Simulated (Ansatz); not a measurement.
**C2H3AlFN (SMILES [CH3][Al]([F])[C]#N): CCSD(T)/cc-pVDZ**

Aim: the vertical singlet–triplet gap of C2H3AlFN at CCSD(T)/cc-pVDZ, from 2 runs. 

Program for the calculation: Ansatz 0.2.0.

114 further runs of the same task are left out: 114 set aside as unsound or not needed. Runs told in other sessions of the task aren't counted.

### Step 1. The structure to begin with

C2H3AlFN has 8 atoms, charge 0, and is taken as a singlet. SMILES: `[CH3][Al]([F])[C]#N`. The shape is that of a PBE0-D4/def2-TZVP optimisation.

Bond lengths: C1–Al2 1.922 Å, Al2–F3 1.642 Å, Al2–C4 1.932 Å, C4–N5 1.154 Å, C1–H6 1.094 Å, C1–H7 1.094 Å, C1–H8 1.092 Å. Angles: C1–Al2–F3 122.9°, C1–Al2–C4 123.0°, F3–Al2–C4 114.1°, Al2–C4–N5 177.1°, Al2–C1–H6 110.8°, Al2–C1–H7 110.8°, Al2–C1–H8 111.7°, H6–C1–H7 106.8°, H6–C1–H8 108.2°, H7–C1–H8 108.2°.

### Step 2. The energy at CCSD(T)/cc-pVDZ

molecule.yaml reads:

```yaml
crystal:
  periodic: [false, false, false]
  atoms:
    - {symbol: C, position_ang: [-0.796200, -0.780200, 0.685800]}
    - {symbol: Al, position_ang: [0.733700, 0.022200, -0.157100]}
    - {symbol: F, position_ang: [2.249400, -0.595500, -0.030200]}
    - {symbol: C, position_ang: [0.623900, 1.626000, -1.228300]}
    - {symbol: N, position_ang: [0.500000, 2.584900, -1.857400]}
    - {symbol: H, position_ang: [-0.942000, -1.805200, 0.332600]}
    - {symbol: H, position_ang: [-0.659200, -0.835500, 1.769600]}
    - {symbol: H, position_ang: [-1.709600, -0.216500, 0.485000]}
basis:
  gaussian:
    orbitals: cc-pVDZ
correlation:
  method: ccsd_t
  frozen_orbitals: {Al: 5, C: 1, F: 1, H: 0, "N": 1}
accuracy: high
scf:
  omitted_lower_state_checks: [cluster_reference, increment]
```

Launch:

```bash
$ ansatz run molecule.yaml --threads 1 --pin off --max-ram 2610MiB --events-out events.jsonl --progress --plain --runs-dir runs
```

The log of the run, cut to the lines that bear on the results:

```text
Warning: RAYON_NUM_THREADS=1 ignored (pool sized by the plan → 1); use --threads N
Functional definition: HF
  name "HF"
[...]
1997 factors; integrals over basis functions are off by at most 3.9e-9 eV
[...]
mean field -12881.72482787 eV, -473.3946558774 hartree, gradient 2.0e-8 eV, S^2 0.000000; 0 other end points of the search recorded, 0 dependent functions left out
9 core orbitals not correlated: weight in the atoms' cores, before any rotation towards them, 1.000 or more for the frozen orbitals, at most 0.000 for the correlated occupied ones
reference -12881.72482787 eV, -473.3946558774 hartree; 13, 13 occupied and 67, 67 virtual orbitals, 1997 factors
second order -18.09128500 eV of doubles, -0.00000000 eV of singles
cycle   1  -18.17109913 eV  change   -8.0e-2 eV  update   1.1e-1
[...]
cycle  21  -18.81234124 eV  change  -1.9e-10 eV  update   1.2e-9
perturbative correction -0.57569199 eV, -0.0211562904 hartree
Total energy: -12901.11286109 eV, -474.1071529568 hartree
Checks for a lower state left out: cluster_reference, increment
```

Run time: 26 s. Hardware: 1 thread of Arm Neoverse V2, shared host; peak memory 0.53 GiB.

### Step 3. The triplet at the same level

input.yaml reads:

```yaml
crystal:
  periodic: [false, false, false]
  atoms:
    - {symbol: C, position_ang: [-0.796200, -0.780200, 0.685800]}
    - {symbol: Al, position_ang: [0.733700, 0.022200, -0.157100]}
    - {symbol: F, position_ang: [2.249400, -0.595500, -0.030200]}
    - {symbol: C, position_ang: [0.623900, 1.626000, -1.228300]}
    - {symbol: N, position_ang: [0.500000, 2.584900, -1.857400]}
    - {symbol: H, position_ang: [-0.942000, -1.805200, 0.332600]}
    - {symbol: H, position_ang: [-0.659200, -0.835500, 1.769600]}
    - {symbol: H, position_ang: [-1.709600, -0.216500, 0.485000]}
basis:
  gaussian: {orbitals: cc-pVDZ}
magnetization: {spin_polarized: true, initial_magnetization: 2}
correlation: {method: ccsd_t, frozen_orbitals: {Al: 5, C: 1, F: 1, H: 0, "N": 1}}
accuracy: high
scf: {omitted_lower_state_checks: [cluster_reference, increment]}
```

Launch:

```bash
$ ansatz run input.yaml --threads 1 --pin off --max-ram 2610MiB --events-out events.jsonl --progress --plain --runs-dir runs
```

The log of the run, cut to the lines that bear on the results:

```text
Warning: RAYON_NUM_THREADS=1 ignored (pool sized by the plan → 1); use --threads N
[... 2 set-up lines as earlier in the session ...]
[...]
1997 factors; integrals over basis functions are off by at most 3.9e-9 eV
[...]
mean field -12877.05125750 eV, -473.2229053343 hartree, gradient 1.3e-8 eV, S^2 2.013818; 12 other end points of the search recorded, 0 dependent functions left out
9 core orbitals not correlated: weight in the atoms' cores, before any rotation towards them, 1.000 or more for the frozen orbitals, at most 0.000 for the correlated occupied ones
reference -12877.05125750 eV, -473.2229053343 hartree; 14, 12 occupied and 66, 68 virtual orbitals, 1997 factors
second order -16.26063409 eV of doubles, -0.00000000 eV of singles
cycle   1  -16.98466549 eV  change   -7.2e-1 eV  update   9.8e-2
[...]
cycle  38  -17.57917022 eV  change  -4.3e-10 eV  update   3.2e-9
perturbative correction -0.47742773 eV, -0.0175451456 hartree
Total energy: -12895.10785545 eV, -473.8864730699 hartree
Checks for a lower state left out: cluster_reference, increment
```

It took 2.6 min on 1 thread of Arm Neoverse V2, shared host; peak memory 1 GiB.

### Step 4. Outcome

Level: CCSD(T)/cc-pVDZ, 9 core orbitals frozen.

```
                                            quantity          value
                               singlet: total energy  -474.10715 Eh
singlet: correlation energy (9 core orbitals frozen)     -712.5 mEh
                             singlet: (T) correction     -21.16 mEh
                              singlet: T1 diagnostic          0.013
                               triplet: total energy  -473.88647 Eh
triplet: correlation energy (9 core orbitals frozen)     -663.6 mEh
                             triplet: (T) correction     -17.55 mEh
          triplet: ⟨S²⟩ of the reference determinant          2.014
                              triplet: T1 diagnostic          0.016
    vertical energy of the triplet above the singlet       6.005 eV
```

What this shows: At this shape the triplet lies 6.01 eV (138 kcal/mol) above the singlet. The triples (singlet) make up 3.0 % of the correlation energy. The triples (triplet) make up 2.6 % of the correlation energy.
